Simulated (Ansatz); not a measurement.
# C₂H₆BNO, SMILES OB1CCN1: energies of removing a hydrogen

Computed with the Ansatz DFT code, driven from Python.

`c2h6bno.xyz`
```text
11

O    -2.21030    0.19340    0.82060
B    -0.92180    0.13440    0.24010
C     0.49550   -0.39070    0.68590
C     1.11400   -0.02570   -0.65500
N    -0.23570    0.45320   -1.12930
H    -2.28200    1.14910    1.23080
H     0.55950   -1.48340    0.90020
H     1.00320    0.24270    1.50670
H     1.38950   -0.90750   -1.18760
H     1.79650    0.78170   -0.59580
H    -0.64310   -0.20420   -1.79600
```

Notebook, run cell by cell (the value of a cell's last expression is shown):

```python
import ansatz as az


def total_energy(molecule, charge=0, unpaired=0):
    calc = molecule.calculation().basis(gaussian="6-31G").functional("r2scan0")
    if charge:
        calc = calc.charge(charge)
    if unpaired:
        calc = calc.spin("collinear", total=unpaired)
    return calc.run().report["free_energy_ev"]
```

```python
def without(molecule, index):
    rest = az.Crystal.molecule()
    for i, site in enumerate(molecule.cartesian_sites):
        if i != index:
            rest = rest.atom(site.symbol, site.position_ang)
    return rest
```

```python
molecule = az.Crystal.molecule_from_extxyz("c2h6bno.xyz")
```

```python
whole = total_energy(molecule, 0)
hydrogen = total_energy(az.Crystal.molecule().atom("H", (0, 0, 0)), 0, 1)
print(f"E(molecule) = {whole:.5f} eV, E(H) = {hydrogen:.5f} eV")
for index in [5, 7, 9]:
    radical = total_energy(without(molecule, index), 0, 1)
    print(f"H{index}: homolysis {23.060548 * (radical + hydrogen - whole):.1f} kcal/mol")
```

    E(molecule) = -6378.43280 eV, E(H) = -13.55743 eV
    H5: homolysis 88.7 kcal/mol
    H7: homolysis 99.5 kcal/mol
    H9: homolysis 110.6 kcal/mol

Caveats:
- The settings weren't tested for convergence.
- The geometry is a force-field or estimated start, not a minimum of this method, and the basis set is short of its limit. All parts are taken at fixed geometry, without zero-point energy.
- Wall time of the script: 52 s on 1 thread of AMD EPYC 7571, on a shared host, peak memory 0.28 GiB.
